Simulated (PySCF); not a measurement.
**A gas-phase reaction: ClCu + H3N → CuH2N + ClH**

What reaction energy should one expect for `[Cl][Cu]` + `N` → `[NH2][Cu]` + `Cl`?

Programs: PySCF 2.14.0. All values are calculated, for the isolated system unless a continuum is named. Atoms count from 0, parts from 1.

## Step 1: Starting point

Each species was relaxed by itself at PBE0-D3(BJ)/def2-SVPD.

## Step 2: Reaction energy: wB97M-D3(BJ)/def2-TZVPD

What the job is given:

```
{"job": {"kind": "react", "xc": "wB97M-D3(BJ)", "basis": "def2-TZVPD"}, "charge": 0, "multiplicity": 1}
-1 ClCu charge 0 multiplicity 1
Cl    -0.404400    -0.296610    -0.912140
Cu     0.431480     0.296420     0.913210

-1 H3N charge 0 multiplicity 1
N      0.008590    -0.001130     0.284440
H      0.935950    -0.137280    -0.107150
H     -0.583600    -0.738440    -0.086440
H     -0.344280     0.878200    -0.081790

+1 CuH2N charge 0 multiplicity 1
N     -0.078850     0.386310    -0.008540
Cu     1.015590    -0.847910    -0.773070
H     -1.049890     0.087630    -0.119780
H      0.080130     0.393920     1.001080

+1 ClH charge 0 multiplicity 1
Cl     0.644640    -0.006890     0.006240
H     -0.643430     0.008040    -0.006080
```

With the program's defaults for keys left out, this is: wB97M-D3(BJ)/def2-TZVPD reaction energy of separated species, gas phase.

Command:

```sh
> OMP_NUM_THREADS=1 python cluster_run.py task.json out
```

This one command runs all jobs of the session in turn.

What it wrote:

```text
species 1 (ClCu)
coarse grid: 13760 points
cycle   1  E = -2100.4540455480  dE = -4.573e-02  |g| = 2.173e+00  |ddm| = 1.233e+00
cycle   2  E = -2099.7268018264  dE =  7.272e-01  |g| = 3.860e+00  |ddm| = 1.895e+00
cycle   3  E = -2100.8492127607  dE = -1.122e+00  |g| = 2.232e-01  |ddm| = 1.100e+00
cycle   4  E = -2100.8551699028  dE = -5.957e-03  |g| = 3.990e-02  |ddm| = 1.642e-01
cycle   5  E = -2100.8554916825  dE = -3.218e-04  |g| = 1.236e-02  |ddm| = 3.142e-02
cycle   6  E = -2100.8555587930  dE = -6.711e-05  |g| = 3.666e-03  |ddm| = 1.889e-02
cycle   7  E = -2100.8555788512  dE = -2.006e-05  |g| = 1.616e-03  |ddm| = 1.376e-02
cycle   8  E = -2100.8555813891  dE = -2.538e-06  |g| = 8.245e-04  |ddm| = 4.355e-03
final grid: 24784 points
cycle   9  E = -2100.8555106686  dE = -6.142e-07  |g| = 1.207e-03  |ddm| = 2.010e-03
cycle  10  E = -2100.8555105791  dE =  8.953e-08  |g| = 2.699e-03  |ddm| = 1.561e-03
cycle  11  E = -2100.8555111274  dE = -5.483e-07  |g| = 3.039e-04  |ddm| = 6.501e-04
cycle  12  E = -2100.8555113206  dE = -1.932e-07  |g| = 1.213e-04  |ddm| = 1.588e-03
cycle  13  E = -2100.8555113511  dE = -3.049e-08  |g| = 1.673e-05  |ddm| = 8.118e-04
cycle  14  E = -2100.8555113514  dE = -3.861e-10  |g| = 3.927e-06  |ddm| = 7.983e-05
converged SCF energy = -2100.8555113514

species 2 (H3N)
coarse grid: 12536 points
cycle   1  E = -56.5694008219  dE = -1.294e-01  |g| = 3.024e-01  |ddm| = 1.089e+00
cycle   2  E = -56.5779549281  dE = -8.554e-03  |g| = 2.716e-01  |ddm| = 2.676e-01
cycle   3  E = -56.5918768839  dE = -1.392e-02  |g| = 2.124e-02  |ddm| = 1.115e-01
cycle   4  E = -56.5919824902  dE = -1.056e-04  |g| = 5.194e-03  |ddm| = 1.728e-02
cycle   5  E = -56.5919936274  dE = -1.114e-05  |g| = 7.323e-04  |ddm| = 8.718e-03
cycle   6  E = -56.5919940426  dE = -4.151e-07  |g| = 1.111e-04  |ddm| = 3.176e-03
final grid: 27112 points
cycle   7  E = -56.5919838756  dE = -1.580e-08  |g| = 6.466e-05  |ddm| = 7.233e-04
cycle   8  E = -56.5919838777  dE = -2.041e-09  |g| = 5.254e-05  |ddm| = 2.361e-04
cycle   9  E = -56.5919838783  dE = -6.653e-10  |g| = 1.220e-05  |ddm| = 5.001e-05
converged SCF energy = -56.5919838783

species 3 (CuH2N)
coarse grid: 17504 points
cycle   1  E = -1696.0773317168  dE = -3.878e-02  |g| = 2.300e+00  |ddm| = 1.568e+00
cycle   2  E = -1695.1517477840  dE =  9.256e-01  |g| = 4.155e+00  |ddm| = 1.915e+00
cycle   3  E = -1696.5170931778  dE = -1.365e+00  |g| = 2.051e-01  |ddm| = 1.173e+00
cycle   4  E = -1696.5218001795  dE = -4.707e-03  |g| = 4.599e-02  |ddm| = 1.338e-01
cycle   5  E = -1696.5220652898  dE = -2.651e-04  |g| = 2.233e-02  |ddm| = 3.919e-02
cycle   6  E = -1696.5222048194  dE = -1.395e-04  |g| = 4.792e-03  |ddm| = 2.297e-02
cycle   7  E = -1696.5222384235  dE = -3.360e-05  |g| = 2.469e-03  |ddm| = 2.028e-02
cycle   8  E = -1696.5222436115  dE = -5.188e-06  |g| = 9.313e-04  |ddm| = 7.169e-03
final grid: 34776 points
cycle   9  E = -1696.5221963085  dE = -7.306e-07  |g| = 1.286e-03  |ddm| = 2.141e-03
cycle  10  E = -1696.5221961589  dE =  1.496e-07  |g| = 3.078e-03  |ddm| = 1.753e-03
cycle  11  E = -1696.5221968668  dE = -7.080e-07  |g| = 3.732e-04  |ddm| = 7.374e-04
cycle  12  E = -1696.5221971418  dE = -2.750e-07  |g| = 1.137e-04  |ddm| = 2.232e-03
cycle  13  E = -1696.5221971529  dE = -1.115e-08  |g| = 4.927e-05  |ddm| = 3.907e-04
cycle  14  E = -1696.5221971543  dE = -1.396e-09  |g| = 1.881e-05  |ddm| = 1.081e-04
cycle  15  E = -1696.5221971547  dE = -4.106e-10  |g| = 3.625e-06  |ddm| = 7.532e-05
converged SCF energy = -1696.5221971547

species 4 (ClH)
coarse grid: 8792 points
cycle   1  E = -460.8503333478  dE = -8.165e-02  |g| = 2.169e-01  |ddm| = 7.239e-01
cycle   2  E = -460.8625128305  dE = -1.218e-02  |g| = 1.397e-01  |ddm| = 2.651e-01
cycle   3  E = -460.8670522020  dE = -4.539e-03  |g| = 1.358e-02  |ddm| = 9.818e-02
cycle   4  E = -460.8670932851  dE = -4.108e-05  |g| = 3.364e-03  |ddm| = 9.545e-03
cycle   5  E = -460.8670995335  dE = -6.248e-06  |g| = 8.516e-04  |ddm| = 3.915e-03
final grid: 17120 points
cycle   6  E = -460.8670682363  dE = -3.715e-07  |g| = 3.676e-04  |ddm| = 8.889e-04
cycle   7  E = -460.8670682826  dE = -4.626e-08  |g| = 1.618e-04  |ddm| = 3.980e-04
cycle   8  E = -460.8670682892  dE = -6.576e-09  |g| = 4.220e-05  |ddm| = 1.295e-04
cycle   9  E = -460.8670682905  dE = -1.313e-09  |g| = 3.971e-06  |ddm| = 6.531e-05
cycle  10  E = -460.8670682905  dE = -7.958e-13  |g| = 8.164e-07  |ddm| = 3.311e-06
converged SCF energy = -460.8670682905

Reaction energy = 36.328 kcal/mol
```

Run time: 5.3 s. Hardware: 1 thread of Arm Neoverse V2, shared host; peak memory 0.39 GiB.

Species by species (with the dispersion term, which the log's SCF energies lack):

```csv
ν,species,energy (Eh),HOMO (eV)
-1,[Cl][Cu],-2100.85649,-9.90
-1,N,-56.59358,-10.26
+1,[NH2][Cu],-1696.52456,-8.41
+1,Cl,-460.86761,-11.93
```

## Step 3: Energies of the species: PBE0-D3(BJ)/def2-TZVPD

The job, as its differences from that of step 2:

```diff
@@ -1,2 +1,2 @@
-{"job": {"kind": "react", "xc": "wB97M-D3(BJ)", "basis": "def2-TZVPD"}, "charge": 0, "multiplicity": 1}
+{"job": {"kind": "react", "xc": "PBE0", "basis": "def2-TZVPD", "disp": "d3bj"}, "charge": 0, "multiplicity": 1}
 -1 ClCu charge 0 multiplicity 1
```

Level: PBE0-D3(BJ)/def2-TZVPD reaction energy of separated species, gas phase.

What it wrote:

```text
species 1 (ClCu)
coarse grid: 13760 points
cycle   1  E = -2099.1357216705  dE =  8.594e-01  |g| = 3.651e+00  |ddm| = 1.548e+00
cycle   2  E = -2094.6162424377  dE =  4.519e+00  |g| = 7.133e+00  |ddm| = 5.289e+00
cycle   3  E = -2100.1987007791  dE = -5.582e+00  |g| = 1.213e+00  |ddm| = 4.902e+00
cycle   4  E = -2100.1212794267  dE =  7.742e-02  |g| = 9.268e-01  |ddm| = 1.549e+00
cycle   5  E = -2100.3752949725  dE = -2.540e-01  |g| = 6.243e-02  |ddm| = 1.065e+00
cycle   6  E = -2100.3759298803  dE = -6.349e-04  |g| = 1.871e-02  |ddm| = 5.249e-02
cycle   7  E = -2100.3760090465  dE = -7.917e-05  |g| = 6.891e-03  |ddm| = 2.009e-02
cycle   8  E = -2100.3760234584  dE = -1.441e-05  |g| = 2.443e-03  |ddm| = 8.316e-03
cycle   9  E = -2100.3760252242  dE = -1.766e-06  |g| = 1.409e-03  |ddm| = 4.290e-03
final grid: 24784 points
cycle  10  E = -2100.3760316252  dE =  8.431e-07  |g| = 3.755e-03  |ddm| = 1.856e-03
cycle  11  E = -2100.3760241707  dE =  7.455e-06  |g| = 1.051e-02  |ddm| = 3.958e-03
cycle  12  E = -2100.3760327787  dE = -8.608e-06  |g| = 1.336e-04  |ddm| = 2.789e-03
cycle  13  E = -2100.3760327823  dE = -3.566e-09  |g| = 6.241e-05  |ddm| = 1.694e-04
cycle  14  E = -2100.3760327836  dE = -1.370e-09  |g| = 6.561e-06  |ddm| = 1.316e-04
cycle  15  E = -2100.3760327836  dE = -9.095e-12  |g| = 1.767e-06  |ddm| = 2.021e-05
converged SCF energy = -2100.3760327836

species 2 (H3N)
coarse grid: 2928 points
cycle   1  E = -56.4893655576  dE = -9.635e-02  |g| = 3.707e-01  |ddm| = 1.101e+00
cycle   2  E = -56.4629426279  dE =  2.642e-02  |g| = 5.179e-01  |ddm| = 4.431e-01
cycle   3  E = -56.5200429191  dE = -5.710e-02  |g| = 1.576e-02  |ddm| = 2.487e-01
cycle   4  E = -56.5200914672  dE = -4.855e-05  |g| = 3.353e-03  |ddm| = 8.642e-03
cycle   5  E = -56.5200936376  dE = -2.170e-06  |g| = 3.223e-04  |ddm| = 2.234e-03
final grid: 27112 points
cycle   6  E = -56.5150234648  dE = -1.156e-05  |g| = 5.616e-03  |ddm| = 1.602e-02
cycle   7  E = -56.5150179964  dE =  5.468e-06  |g| = 7.687e-03  |ddm| = 5.949e-03
cycle   8  E = -56.5150297661  dE = -1.177e-05  |g| = 1.373e-04  |ddm| = 3.468e-03
cycle   9  E = -56.5150297703  dE = -4.166e-09  |g| = 3.218e-05  |ddm| = 9.679e-05
cycle  10  E = -56.5150297706  dE = -2.864e-10  |g| = 3.569e-06  |ddm| = 2.583e-05
converged SCF energy = -56.5150297706

species 3 (CuH2N)
coarse grid: 17504 points
cycle   1  E = -1694.9024516704  dE =  8.387e-01  |g| = 3.699e+00  |ddm| = 1.898e+00
cycle   2  E = -1690.8696765035  dE =  4.033e+00  |g| = 7.123e+00  |ddm| = 3.994e+00
cycle   3  E = -1695.9626275024  dE = -5.093e+00  |g| = 1.286e+00  |ddm| = 3.341e+00
cycle   4  E = -1695.5732832155  dE =  3.893e-01  |g| = 1.427e+00  |ddm| = 1.716e+00
cycle   5  E = -1696.1656040987  dE = -5.923e-01  |g| = 9.071e-02  |ddm| = 1.359e+00
cycle   6  E = -1696.1682228974  dE = -2.619e-03  |g| = 2.791e-02  |ddm| = 1.512e-01
cycle   7  E = -1696.1682963765  dE = -7.348e-05  |g| = 1.137e-02  |ddm| = 1.766e-02
cycle   8  E = -1696.1683110638  dE = -1.469e-05  |g| = 1.396e-03  |ddm| = 6.543e-03
cycle   9  E = -1696.1683116062  dE = -5.425e-07  |g| = 5.282e-04  |ddm| = 1.613e-03
final grid: 34776 points
cycle  10  E = -1696.1683294515  dE =  1.347e-07  |g| = 1.382e-03  |ddm| = 1.190e-03
cycle  11  E = -1696.1683282598  dE =  1.192e-06  |g| = 4.003e-03  |ddm| = 1.992e-03
cycle  12  E = -1696.1683296215  dE = -1.362e-06  |g| = 2.427e-04  |ddm| = 1.335e-03
cycle  13  E = -1696.1683296339  dE = -1.242e-08  |g| = 2.144e-05  |ddm| = 1.866e-04
cycle  14  E = -1696.1683296340  dE = -9.550e-11  |g| = 1.081e-05  |ddm| = 2.154e-05
converged SCF energy = -1696.1683296340

species 4 (ClH)
coarse grid: 2248 points
cycle   1  E = -460.6537839413  dE = -4.644e-02  |g| = 1.882e-01  |ddm| = 7.411e-01
cycle   2  E = -460.6558527193  dE = -2.069e-03  |g| = 1.902e-01  |ddm| = 3.151e-01
cycle   3  E = -460.6653813819  dE = -9.529e-03  |g| = 1.506e-02  |ddm| = 1.513e-01
cycle   4  E = -460.6654034390  dE = -2.206e-05  |g| = 2.693e-03  |ddm| = 7.323e-03
cycle   5  E = -460.6654049868  dE = -1.548e-06  |g| = 1.111e-03  |ddm| = 2.553e-03
final grid: 17120 points
cycle   6  E = -460.6658903477  dE = -4.429e-06  |g| = 2.164e-03  |ddm| = 7.336e-03
cycle   7  E = -460.6658903772  dE = -2.947e-08  |g| = 1.795e-03  |ddm| = 2.512e-03
cycle   8  E = -460.6658909950  dE = -6.178e-07  |g| = 1.533e-04  |ddm| = 1.363e-03
cycle   9  E = -460.6658910019  dE = -6.901e-09  |g| = 2.147e-05  |ddm| = 1.086e-04
cycle  10  E = -460.6658910020  dE = -1.011e-10  |g| = 4.934e-06  |ddm| = 1.681e-05
converged SCF energy = -460.6658910020

Reaction energy = 35.606 kcal/mol
```

It took 2.8 s on 1 thread of Arm Neoverse V2, shared host; peak memory 0.39 GiB.

Reaction energy at this level: 35.61 kcal/mol.

## Step 4: Reaction energy: MP2/def2-TZVPD

The job, as its differences from that of step 3:

```diff
@@ -1,2 +1,2 @@
-{"job": {"kind": "react", "xc": "PBE0", "basis": "def2-TZVPD", "disp": "d3bj"}, "charge": 0, "multiplicity": 1}
+{"job": {"kind": "react", "xc": "MP2", "basis": "def2-TZVPD"}, "charge": 0, "multiplicity": 1}
 -1 ClCu charge 0 multiplicity 1
```

Level: MP2/def2-TZVPD reaction energy of separated species, gas phase.

What it wrote:

```text
species 1 (ClCu)
final grid: 24784 points
cycle   1  E = -2098.3928300633  dE = -3.429e-01  |g| = 1.001e+00  |ddm| = 1.047e+00
cycle   2  E = -2098.3684474511  dE =  2.438e-02  |g| = 1.319e+00  |ddm| = 7.409e-01
cycle   3  E = -2098.4934273163  dE = -1.250e-01  |g| = 5.968e-02  |ddm| = 3.250e-01
cycle   4  E = -2098.4943332740  dE = -9.060e-04  |g| = 1.708e-02  |ddm| = 6.622e-02
cycle   5  E = -2098.4944671347  dE = -1.339e-04  |g| = 8.075e-03  |ddm| = 2.671e-02
cycle   6  E = -2098.4945066358  dE = -3.950e-05  |g| = 2.262e-03  |ddm| = 1.945e-02
cycle   7  E = -2098.4945113066  dE = -4.671e-06  |g| = 7.642e-04  |ddm| = 6.458e-03
cycle   8  E = -2098.4945123380  dE = -1.031e-06  |g| = 3.161e-04  |ddm| = 2.817e-03
cycle   9  E = -2098.4945125415  dE = -2.035e-07  |g| = 9.876e-05  |ddm| = 1.514e-03
cycle  10  E = -2098.4945125541  dE = -1.262e-08  |g| = 3.063e-05  |ddm| = 3.909e-04
cycle  11  E = -2098.4945125551  dE = -1.012e-09  |g| = 1.345e-05  |ddm| = 1.100e-04
cycle  12  E = -2098.4945125552  dE = -9.959e-11  |g| = 2.535e-06  |ddm| = 3.080e-05
converged SCF energy = -2098.4945125552

species 2 (H3N)
final grid: 27112 points
cycle   1  E = -56.2058940738  dE = -1.621e-01  |g| = 2.298e-01  |ddm| = 1.073e+00
cycle   2  E = -56.2178841132  dE = -1.199e-02  |g| = 7.796e-02  |ddm| = 1.404e-01
cycle   3  E = -56.2190893746  dE = -1.205e-03  |g| = 2.444e-02  |ddm| = 4.020e-02
cycle   4  E = -56.2192486978  dE = -1.593e-04  |g| = 5.225e-03  |ddm| = 1.749e-02
cycle   5  E = -56.2192628278  dE = -1.413e-05  |g| = 1.112e-03  |ddm| = 7.204e-03
cycle   6  E = -56.2192640471  dE = -1.219e-06  |g| = 2.934e-04  |ddm| = 3.286e-03
cycle   7  E = -56.2192641418  dE = -9.467e-08  |g| = 4.961e-05  |ddm| = 9.839e-04
cycle   8  E = -56.2192641439  dE = -2.081e-09  |g| = 4.563e-06  |ddm| = 1.082e-04
cycle   9  E = -56.2192641439  dE = -1.427e-11  |g| = 5.841e-07  |ddm| = 2.273e-05
converged SCF energy = -56.2192641439

species 3 (CuH2N)
final grid: 34776 points
cycle   1  E = -1694.4346853885  dE = -3.762e-01  |g| = 1.012e+00  |ddm| = 1.370e+00
cycle   2  E = -1694.4053883826  dE =  2.930e-02  |g| = 1.296e+00  |ddm| = 7.327e-01
cycle   3  E = -1694.5322796029  dE = -1.269e-01  |g| = 6.604e-02  |ddm| = 3.309e-01
cycle   4  E = -1694.5333888517  dE = -1.109e-03  |g| = 3.280e-02  |ddm| = 6.520e-02
cycle   5  E = -1694.5337732542  dE = -3.844e-04  |g| = 1.389e-02  |ddm| = 4.343e-02
cycle   6  E = -1694.5338806355  dE = -1.074e-04  |g| = 4.463e-03  |ddm| = 2.828e-02
cycle   7  E = -1694.5339014456  dE = -2.081e-05  |g| = 1.574e-03  |ddm| = 1.259e-02
cycle   8  E = -1694.5339061208  dE = -4.675e-06  |g| = 7.766e-04  |ddm| = 5.547e-03
cycle   9  E = -1694.5339072891  dE = -1.168e-06  |g| = 2.883e-04  |ddm| = 3.275e-03
cycle  10  E = -1694.5339074663  dE = -1.771e-07  |g| = 1.043e-04  |ddm| = 1.555e-03
cycle  11  E = -1694.5339074784  dE = -1.208e-08  |g| = 2.671e-05  |ddm| = 3.709e-04
cycle  12  E = -1694.5339074791  dE = -7.703e-10  |g| = 8.191e-06  |ddm| = 7.697e-05
converged SCF energy = -1694.5339074791

species 4 (ClH)
final grid: 17120 points
cycle   1  E = -460.0817351988  dE = -1.008e-01  |g| = 2.132e-01  |ddm| = 7.101e-01
cycle   2  E = -460.0969052088  dE = -1.517e-02  |g| = 8.401e-02  |ddm| = 2.053e-01
cycle   3  E = -460.0986385723  dE = -1.733e-03  |g| = 1.826e-02  |ddm| = 5.472e-02
cycle   4  E = -460.0988471379  dE = -2.086e-04  |g| = 6.315e-03  |ddm| = 1.638e-02
cycle   5  E = -460.0988771375  dE = -3.000e-05  |g| = 1.289e-03  |ddm| = 7.398e-03
cycle   6  E = -460.0988783536  dE = -1.216e-06  |g| = 2.807e-04  |ddm| = 1.659e-03
cycle   7  E = -460.0988784069  dE = -5.326e-08  |g| = 4.150e-05  |ddm| = 4.895e-04
cycle   8  E = -460.0988784076  dE = -7.303e-10  |g| = 7.806e-06  |ddm| = 6.177e-05
converged SCF energy = -460.0988784076

Reaction energy = 32.487 kcal/mol
```

It took 1.6 s on 1 thread of Arm Neoverse V2, shared host; peak memory 0.41 GiB.

Reaction energy at this level: 32.49 kcal/mol.

## Step 5: Side by side

Energies in kcal/mol, with wall time:

```csv
run,reaction,time
wB97M-D3(BJ)/def2-TZVPD,36.33,5.3 s
PBE0-D3(BJ)/def2-TZVPD,35.61,2.8 s
MP2/def2-TZVPD,32.49,1.6 s
```

## Step 6: What came out

| quantity | value |
| --- | --- |
| reaction energy (wB97M-D3(BJ)/def2-TZVPD) | 36.33 kcal/mol |
| ΔH, ΔG at 298 K (xTB thermal terms) | +33.0, +32.4 kcal/mol |
| range of the reaction energy over the runs of this table | 32.49 to 36.33 kcal/mol |

**Reading.** The reaction is endothermic by 33.0 kcal/mol in the gas phase; dispersion gives -0.21, and xTB itself gave 29.38 for the electronic energy (xTB energies and thermal terms come from the earlier relaxation of each species, not shown). No barrier was sought. The reaction energy runs from 32.49 (MP2/def2-TZVPD) to 36.33 kcal/mol (wB97M-D3(BJ)/def2-TZVPD).
